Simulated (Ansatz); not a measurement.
# Zn3InGaO6: the cost of one run

Program: Ansatz 0.2.0. Level of theory: DFT PBEsol, scalar-relativistic, plane waves, PAW. These are calculated values, not measurements.

### Step 1. The structure to begin with

It takes space group R3m (No. 160, trigonal). Conventional cell: a = 3.337 Å, b = 3.337 Å, c = 42.125 Å, α = 90.00°, β = 90.00°, γ = 120.00°. Around Zn (site symmetry 3m) lie 4 O at 1.99 to 2.02 Å. Around Zn (site symmetry 3m) lie 4 O at 1.99 to 2.03 Å. Zn (site symmetry 3m) is surrounded by 4 O at 2.00 to 2.02 Å. In (site symmetry 3m) is surrounded by 6 O at 2.22 Å. Ga (site symmetry 3m) is surrounded by 5 O at 1.93 to 2.00 Å. O (site symmetry 3m) is surrounded by 4 Zn at 2.00 to 2.02 Å. Around O (site symmetry 3m) lie 1 Ga at 2.00 Å and 3 Zn at 2.03 Å. O (site symmetry 3m) is surrounded by 1 Ga at 2.00 Å and 3 Zn at 2.02 Å. Only part of the 11 independent sites is listed.

Structure file:

```cif
data_structure
_symmetry_space_group_name_H-M 'R3m:H'
_symmetry_Int_Tables_number 160
_cell_length_a 3.3370
_cell_length_b 3.3370
_cell_length_c 42.1246
_cell_angle_alpha 90.000
_cell_angle_beta 90.000
_cell_angle_gamma 120.000
_cell_volume 406.23
loop_
_atom_site_label
_atom_site_type_symbol
_atom_site_symmetry_multiplicity
_atom_site_Wyckoff_symbol
_atom_site_fract_x
_atom_site_fract_y
_atom_site_fract_z
_atom_site_occupancy
Zn1 Zn 3 a 0.00000 0.00000 0.26097 1
Zn2 Zn 3 a 0.66667 0.33333 0.07445 1
Zn3 Zn 3 a 0.66667 0.33333 0.19906 1
In1 In 3 a 0.00000 0.00000 0.00090 1
Ga1 Ga 3 a 0.00000 0.00000 0.13717 1
O1 O 3 a 0.66667 0.33333 0.24654 1
O2 O 3 a 0.00000 0.00000 0.08975 1
O3 O 3 a 0.00000 0.00000 0.18472 1
O4 O 3 a 0.66667 0.33333 0.13760 1
O5 O 3 a 0.66667 0.33333 0.02723 1
O6 O 3 a 0.00000 0.00000 0.30828 1
```

Source of the structure: the Materials Project (structure only).

(A quick probe on a coarse mesh, which set the mesh and smearing, is not shown.)

### Step 3. Relaxing cell and atoms

input.yaml reads:

```yaml
crystal:
  lattice:
    - [1.6684887915, 0.9633024529, 14.0415186063]
    - [-1.6684887915, 0.9633024529, 14.0415186063]
    - [0.0, -1.9266049058, 14.0415186063]
  atoms:
    - { symbol: Zn, position: [0.26097, 0.26097, 0.26097] }
    - { symbol: Zn, position: [0.741115, 0.741115, 0.741115] }
    - { symbol: Zn, position: [0.865727, 0.865727, 0.865727] }
    - { symbol: In, position: [0.000896, 0.000896, 0.000896] }
    - { symbol: Ga, position: [0.137173, 0.137173, 0.137173] }
    - { symbol: O, position: [0.913205, 0.913205, 0.913205] }
    - { symbol: O, position: [0.089752, 0.089752, 0.089752] }
    - { symbol: O, position: [0.184721, 0.184721, 0.184721] }
    - { symbol: O, position: [0.804268, 0.804268, 0.804268] }
    - { symbol: O, position: [0.693896, 0.693896, 0.693896] }
    - { symbol: O, position: [0.308279, 0.308279, 0.308279] }
basis:
  ecutwfc: 420
kpoints:
  mp_grid: { grid: [12, 12, 12] }
hamiltonian:
  xc: pbesol
scf:
  occupations: { method: gaussian, width: 0.02 }
output:
  forces: true
  stress: true
  eigenvalues: true
relax:
  adjacent_minimum: "off"
  f_tol: 0.005
  max_steps: 80
  cell: { stress_tol: 0.05 }
```

Command:

```sh
ansatz run input.yaml --threads 2 --pin off --max-ram 5120MiB --backend cpu --events-out ev --progress --plain --runs-dir out
```

**Question.** How long does this run take on 2 threads of Intel Xeon Platinum 8259CL at 2.50GHz (Skylake/Cascade Lake), shared host, and how much memory does it need?

About 12 min, with a peak of 1.4 GiB.
